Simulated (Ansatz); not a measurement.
# Hf: a line through an energy map

The task here is to estimate one member of a computed series from the others.

Computed with Ansatz 0.2.0 (DFT LDA, scalar-relativistic, plane waves, PAW, unless a step's input says otherwise).

28 further runs of the same task are left out: 28 set aside as unsound or not needed.

## The structure to begin with

It takes space group Fm-3m (No. 225, cubic). Conventional cell: a = 4.360 Å, b = 4.360 Å, c = 4.360 Å, α = 90.00°, β = 90.00°, γ = 90.00°. Around Hf (site symmetry m-3m) lie 12 Hf at 3.08 Å.

Coordinates:

```
CELL_PARAMETERS angstrom
0.00000 2.17994 2.17994
2.17994 0.00000 2.17994
2.17994 2.17994 0.00000
ATOMIC_POSITIONS crystal
Hf 0.00000 0.00000 0.00000
```

It is the result of an earlier relaxation at this level (volume 20.72 Å³/atom; gap on the mesh: none (metal)).

## What is varied

The energy is mapped over volume and the cell's shape.

- volume per atom: 7 values from 18.23 to 23.20 Å³
- c/a of the conventional cell: 9 values from 0.629 to 1.167

Nothing else is relaxed (symmetry fixes all fractional coordinates). Energies count from the relaxed crystal. Points are written as (first, second).

Set-up of the first run:

The input, input.yaml:

```yaml
crystal:
  lattice:
    - [0.0, 2.3155359926, 1.7002980793]
    - [2.3155359926, 0.0, 1.7002980793]
    - [2.3155359926, 2.3155359926, 0.0]
  atoms:
    - { symbol: Hf, position: [0.0, 0.0, 0.0] }
basis:
  ecutwfc: 420
kpoints:
  mp_grid: { grid: [20, 20, 20] }
hamiltonian:
  xc: lda
scf:
  occupations: { method: gaussian, width: 0.15 }
output:
  forces: true
  stress: true
  eigenvalues: true
```

Launch:

```sh
ansatz run input.yaml --threads 1 --pin off --max-ram 2048MiB --backend cpu --events-out ev --progress --plain --runs-dir out
```

Among the steps run: Grid point (18.23 Å³, 0.734); The run at (19.06 Å³, 0.734); The run at (19.89 Å³, 0.734); The run at (20.72 Å³, 0.734); The run at (21.55 Å³, 0.734); The run at (22.38 Å³, 0.734).

One of the session's tables, all rows but one given; the rest of the session is left out.

| volume per atom (Å³) | energy (meV/atom) | slope (meV/atom per Å³) | pressure (GPa) |
| --- | --- | --- | --- |
| 18.23 | 175 | −96 | 15.4 |
| 19.06 | 113 | −54 | 8.7 |
| 19.89 | ? | ? | ? |
| 20.72 | 80 | 10 | −1.6 |
| 21.55 | 99 | 35 | −5.5 |
| 22.38 | 136 | 55 | −8.9 |
| 23.20 | 189 | 73 | −11.6 |

**Question.** Estimate the row for volume per atom (Å³) = 19.89.

Worked estimate for «energy (meV/atom)». A straight line through the neighbours (19.06, 113) and (20.72, 80) gives 113 + (80 − 113) × (19.89 − 19.06) / (20.72 − 19.06) = 96; a parabola fitted to 4 rows on both sides gives 83.

**Answer.** energy (meV/atom): 83; slope (meV/atom per Å³): −19; pressure (GPa): 3.1. In «energy (meV/atom)» the line misses by +13 and the parabola by +0.

Energies count from the relaxed crystal. Rows without a step come from runs not printed here or follow by symmetry. Slopes come from the forces (and the stress, where the cell changes), not from differences of energies.

**Reading.** The lowest point of the line is at 20.72 Å³, 80 meV/atom from the zero. A fit to energies and slopes at the lowest point and its two neighbours puts the minimum at 20.416 Å³, with a curvature of about 34 meV/atom per (Å³)². V·d²E/dV² there is about 110 GPa, a bulk modulus under this line's constraint. The highest point computed, at 23.20 Å³, lies 109 meV/atom above the lowest. This is one cut through a surface in two coordinates; the map's lowest point lies off it. Spin-orbit coupling is left out for Hf.
